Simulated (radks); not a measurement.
# Ionisation of Ir²⁺: one atom, several choices of functional

How much does the choice of functional matter for taking an electron from Ir²⁺? Both Ir²⁺ ([Xe] 4f14 5d7) and Ir³⁺ ([Xe] 4f14 5d6) are run for each choice.

The numbers are computed with radks (a radial shooting solver on a logarithmic mesh, Libxc functionals) version 1 (scalar-relativistic Kohn-Sham, spin-unpolarised, spherical densities, point nucleus), except any that are marked as measured or tabulated.

6 further runs of the same task are left out: 6 set aside as unsound or not needed.

### Step 1. Starting point

- element: iridium (Z = 77)
- charge: +2
- electrons: 75
- configuration: [Xe] 4f14 5d7
- ion: Ir³⁺, [Xe] 4f14 5d6
- choices: BP86; BLYP; AM05; LDA (Slater exchange, Perdew-Zunger correlation); PBEsol; B86b exchange with PBE correlation; revPBE; SOGGA

Outer shells as boxes (Hund's rule):

Ir²⁺
```
[Xe] core
4f [↑↓][↑↓][↑↓][↑↓][↑↓][↑↓][↑↓]
5d [↑↓][↑↓][↑ ][↑ ][↑ ]
```

Ir³⁺
```
[Xe] core
4f [↑↓][↑↓][↑↓][↑↓][↑↓][↑↓][↑↓]
5d [↑↓][↑ ][↑ ][↑ ][↑ ]
```

### Step 2. BP86: Ir²⁺

Settings of this run:

```text
Z 77
configuration [Xe] 4f14 5d7
relativity scalar-relativistic
functional b88,p86
spin unpolarised
nucleus point
c 137.035999084
```

### Step 3. BP86: Ir³⁺

Settings of this run:

```text
Z 77
configuration [Xe] 4f14 5d6
relativity scalar-relativistic
functional b88,p86
spin unpolarised
nucleus point
c 137.035999084
```

### Step 4. BLYP: Ir²⁺

Settings of this run:

```text
Z 77
configuration [Xe] 4f14 5d7
relativity scalar-relativistic
functional b88,lyp
spin unpolarised
nucleus point
c 137.035999084
```

### Step 5. BLYP: Ir³⁺

Settings of this run:

```text
Z 77
configuration [Xe] 4f14 5d6
relativity scalar-relativistic
functional b88,lyp
spin unpolarised
nucleus point
c 137.035999084
```

### Step 6. AM05: Ir²⁺

Settings of this run:

```text
Z 77
configuration [Xe] 4f14 5d7
relativity scalar-relativistic
functional am05,am05
spin unpolarised
nucleus point
c 137.035999084
```

### Step 7. AM05: Ir³⁺

Settings of this run:

```text
Z 77
configuration [Xe] 4f14 5d6
relativity scalar-relativistic
functional am05,am05
spin unpolarised
nucleus point
c 137.035999084
```

### Step 8. LDA (Slater exchange, Perdew-Zunger correlation): Ir²⁺

Settings of this run:

```text
Z 77
configuration [Xe] 4f14 5d7
relativity scalar-relativistic
functional lda,pz
spin unpolarised
nucleus point
c 137.035999084
```

### Step 9. LDA (Slater exchange, Perdew-Zunger correlation): Ir³⁺

Settings of this run:

```text
Z 77
configuration [Xe] 4f14 5d6
relativity scalar-relativistic
functional lda,pz
spin unpolarised
nucleus point
c 137.035999084
```

### Step 10. PBEsol: Ir²⁺

Settings of this run:

```text
Z 77
configuration [Xe] 4f14 5d7
relativity scalar-relativistic
functional pbe_sol,pbe_sol
spin unpolarised
nucleus point
c 137.035999084
```

### Step 11. PBEsol: Ir³⁺

Settings of this run:

```text
Z 77
configuration [Xe] 4f14 5d6
relativity scalar-relativistic
functional pbe_sol,pbe_sol
spin unpolarised
nucleus point
c 137.035999084
```

### Step 12. B86b exchange with PBE correlation: Ir²⁺

Settings of this run:

```text
Z 77
configuration [Xe] 4f14 5d7
relativity scalar-relativistic
functional b86_mgc,pbe
spin unpolarised
nucleus point
c 137.035999084
```

### Step 13. B86b exchange with PBE correlation: Ir³⁺

Settings of this run:

```text
Z 77
configuration [Xe] 4f14 5d6
relativity scalar-relativistic
functional b86_mgc,pbe
spin unpolarised
nucleus point
c 137.035999084
```

### Step 14. revPBE: Ir²⁺

Settings of this run:

```text
Z 77
configuration [Xe] 4f14 5d7
relativity scalar-relativistic
functional pbe_r,pbe
spin unpolarised
nucleus point
c 137.035999084
```

### Step 15. revPBE: Ir³⁺

Settings of this run:

```text
Z 77
configuration [Xe] 4f14 5d6
relativity scalar-relativistic
functional pbe_r,pbe
spin unpolarised
nucleus point
c 137.035999084
```

### Step 16. SOGGA: Ir²⁺

Settings of this run:

```text
Z 77
configuration [Xe] 4f14 5d7
relativity scalar-relativistic
functional sogga,pbe
spin unpolarised
nucleus point
c 137.035999084
```

### Step 17. SOGGA: Ir³⁺

Settings of this run:

```text
Z 77
configuration [Xe] 4f14 5d6
relativity scalar-relativistic
functional sogga,pbe
spin unpolarised
nucleus point
c 137.035999084
```

**Question.** What will these runs give? Wanted: for each run, functional; E(Ir²⁺); Δ-SCF; −ε(HOMO); <r> HOMO; error.

The runs gave:

| functional | E(Ir²⁺) (hartree) | Δ-SCF (eV) | −ε(HOMO) (eV) | <r> HOMO (bohr) | error (eV) |
| --- | --- | --- | --- | --- | --- |
| BP86 | -17828.6534 | 30.665 | 24.538 | 1.622 | +2.66 |
| BLYP | -17827.5349 | 30.443 | 24.320 | 1.630 | +2.44 |
| AM05 | -17816.8884 | 30.565 | 24.426 | 1.620 | +2.56 |
| LDA (Slater exchange, Perdew-Zunger correlation) | -17816.4731 | 30.842 | 24.708 | 1.625 | +2.84 |
| PBEsol | -17821.4955 | 30.574 | 24.442 | 1.622 | +2.57 |
| B86b exchange with PBE correlation | -17827.8494 | 30.564 | 24.431 | 1.623 | +2.56 |
| revPBE | -17826.9257 | 30.456 | 24.323 | 1.621 | +2.46 |
| SOGGA | -17820.9042 | 30.461 | 24.328 | 1.621 | +2.46 |

In words: The NIST Atomic Spectra Database lists 28 +/- 1.6 eV (theoretical). Nearest is BLYP (+2.44 eV off), farthest LDA (Slater exchange, Perdew-Zunger correlation) (+2.84 eV). The ionisation energies span 0.40 eV, the total energies of Ir²⁺ 331 eV: most of the change in the total cancels in the difference. Spin polarisation and multiplet splitting are left out, so open shells lie too high by an amount that depends on their filling. Spin-orbit splitting is averaged out at the scalar-relativistic level.
